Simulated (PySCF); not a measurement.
**[Pb2H5]−: other functionals and bases at one geometry**

Aim: see how levels, charges and forces of [Pb2H5]− depend on the level of theory. It is a constructed species; whether it can be made isn't addressed.

Method: several levels, as the steps say, no spin–orbit coupling; program: PySCF 2.14.0.

2 further runs of the same task are left out: 2 for a known fault of the program. Runs told in other sessions of the task aren't counted.

### Step 1. The starting structure

7 atoms, charge -1, spin multiplicity 1.

Bond lengths: Pb1–H4 2.011 Å, Pb1–H5 1.889 Å, Pb1–H6 1.890 Å, Pb2–H3 1.890 Å, Pb2–H4 2.014 Å, Pb2–H7 1.892 Å. Angles: H4–Pb1–H5 90.1°, H4–Pb1–H6 90.0°, H5–Pb1–H6 90.6°, H3–Pb2–H4 89.9°, H3–Pb2–H7 90.5°, H4–Pb2–H7 89.8°, Pb1–H4–Pb2 177.3°.

Coordinates:

```xyz
7
H5Pb2
Pb    0.38472    0.32902    1.96413
Pb   -0.45976   -0.21382   -1.93316
H     1.27996   -0.87989   -2.25272
H     0.00782    0.06908    0.00550
H     0.11396   -1.51630    2.26581
H    -1.44915    0.66842    2.27234
H     0.12244    1.54348   -2.32190
```

Formal oxidation states: Pb +2. An earlier session relaxed this geometry at B3LYP, Pb def2-SVP with ECP60, H def2-SVP (singlet, point group C1).

At B3LYP on the finer grid: E = -388.878021 Eh, HOMO -1.63 eV, LUMO 2.27 eV, Mulliken charge on Pb1 +0.00 e, largest force component 0.012 eV/Å. 

Levels to run: revPBE; TPSSh; TPSS; M06-L; B3LYP, TZVP; B3LYP, x2c-SVP. Hardware: 2 threads of Arm Neoverse V2, shared host.

### Step 2. revPBE

run.py (the lines that set the calculation)

```python
mol = gto.M(atom='''
Pb     0.38472     0.32902     1.96413
Pb    -0.45976    -0.21382    -1.93316
H      1.27996    -0.87989    -2.25272
H      0.00782     0.06908     0.00550
H      0.11396    -1.51630     2.26581
H     -1.44915     0.66842     2.27234
H      0.12244     1.54348    -2.32190''',
    basis={'Pb': 'def2-SVP', 'H': 'def2-SVP'},
    ecp={'Pb': 'def2-SVP'},
    charge=-1, spin=0)
mf = dft.RKS(mol, xc='PBE_R,PBE')
mf.grids.atom_grid = (75, 302)
mf = mf.density_fit()  # fitting sets: Pb def2-universal-JKFIT, H def2-universal-JKFIT
mf.conv_tol = 1e-08; mf.max_cycle = 55
mf.kernel(dm0)  # dm0: the density of the relaxed state
```

On the command line:

```
> OMP_NUM_THREADS=2 python run.py
```

### Step 3. TPSSh

run.py (the lines that set the calculation): that of step 2 with these lines changed.

```diff
@@ -11,3 +11,3 @@
     charge=-1, spin=0)
-mf = dft.RKS(mol, xc='PBE_R,PBE')
+mf = dft.RKS(mol, xc='TPSSH')
 mf.grids.atom_grid = (75, 302)
```

### Step 4. TPSS

run.py (the lines that set the calculation): that of step 3 with these lines changed.

```diff
@@ -11,3 +11,3 @@
     charge=-1, spin=0)
-mf = dft.RKS(mol, xc='TPSSH')
+mf = dft.RKS(mol, xc='TPSS')
 mf.grids.atom_grid = (75, 302)
```

### Step 5. M06-L

run.py (the lines that set the calculation): that of step 4 with these lines changed.

```diff
@@ -11,3 +11,3 @@
     charge=-1, spin=0)
-mf = dft.RKS(mol, xc='TPSS')
+mf = dft.RKS(mol, xc='M06L')
 mf.grids.atom_grid = (75, 302)
```

### Step 6. B3LYP, TZVP

Basis: Pb def2-TZVP with ECP60, H def2-TZVP. 

run.py (the lines that set the calculation): that of step 5 with these lines changed.

```diff
@@ -8,6 +8,6 @@
 H      0.12244     1.54348    -2.32190''',
-    basis={'Pb': 'def2-SVP', 'H': 'def2-SVP'},
-    ecp={'Pb': 'def2-SVP'},
+    basis={'Pb': 'def2-TZVP', 'H': 'def2-TZVP'},
+    ecp={'Pb': 'def2-TZVP'},
     charge=-1, spin=0)
-mf = dft.RKS(mol, xc='M06L')
+mf = dft.RKS(mol, xc='B3LYP')
 mf.grids.atom_grid = (75, 302)
@@ -15,2 +15,2 @@
 mf.conv_tol = 1e-08; mf.max_cycle = 55
-mf.kernel(dm0)  # dm0: the density of the relaxed state
+mf.kernel(dm0)  # dm0: free metal ions and neutral atoms
```

### Step 7. B3LYP, x2c-SVP

Basis: Pb x2c-SVPall, H x2c-SVPall. All electrons are treated, with the spin-free X2C Hamiltonian.

run.py (the lines that set the calculation)

```python
mol = gto.M(atom='''
Pb     0.38472     0.32902     1.96413
Pb    -0.45976    -0.21382    -1.93316
H      1.27996    -0.87989    -2.25272
H      0.00782     0.06908     0.00550
H      0.11396    -1.51630     2.26581
H     -1.44915     0.66842     2.27234
H      0.12244     1.54348    -2.32190''',
    basis={'Pb': 'x2c-SVPall', 'H': 'x2c-SVPall'},
    nucmod='G',
    charge=-1, spin=0)
mf = dft.RKS(mol, xc='B3LYP')
mf.grids.atom_grid = (99, 590)
mf = mf.density_fit()  # fitting sets: Pb AutoAux, H AutoAux
mf = mf.sfx2c1e()
mf.conv_tol = 1e-08; mf.max_cycle = 55
mf.kernel(dm0)  # dm0: free metal ions and neutral atoms
```

Q: Predict the outcome of this session. Wanted: for each run, HOMO; gap; charge on Pb1; dipole; largest force component.

The runs gave:

| level | state | HOMO (eV) | gap (eV) | charge on Pb1 (e) | dipole (D) | largest force component (eV/Å) | basis functions | time |
| --- | --- | --- | --- | --- | --- | --- | --- | --- |
| B3LYP (relaxed here) | singlet | -1.63 | 3.90 | 0.00 | 0.35 | 0.01 | 77 | 6.4 s |
| revPBE | singlet | -0.83 | 2.76 | -0.05 | 0.34 | 0.18 | 77 | 2.7 s |
| TPSSh | singlet | -1.36 | 3.51 | 0.05 | 0.36 | 0.07 | 77 | 3.9 s |
| TPSS | singlet | -1.01 | 2.93 | 0.03 | 0.36 | 0.06 | 77 | 3.9 s |
| M06-L | singlet | -1.03 | 3.19 | 0.14 | 0.38 | 0.23 | 77 | 4 s |
| B3LYP, TZVP | singlet | -1.84 | 3.83 | 0.04 | 0.39 | 0.14 | 130 | 6.8 s |
| B3LYP, x2c-SVP | singlet | -1.67 | 3.96 | 0.05 | 0.35 | 0.74 | 149 | 38 s |

Times are on 2 threads of Arm Neoverse V2, shared host; the first row also made further properties. The dipole of a charged species depends on the origin, so these sizes hold for this origin alone.

In one basis the HOMO–LUMO gap runs from 2.76 eV (revPBE) to 3.90 eV (B3LYP). The largest leftover force, 0.74 eV/Å with B3LYP, x2c-SVP, stands at a geometry relaxed at another level. The Mulliken charge on Pb spans -0.05 to +0.14 e over the levels. Total energies of different levels can't be compared. Spin–orbit coupling is left out throughout.
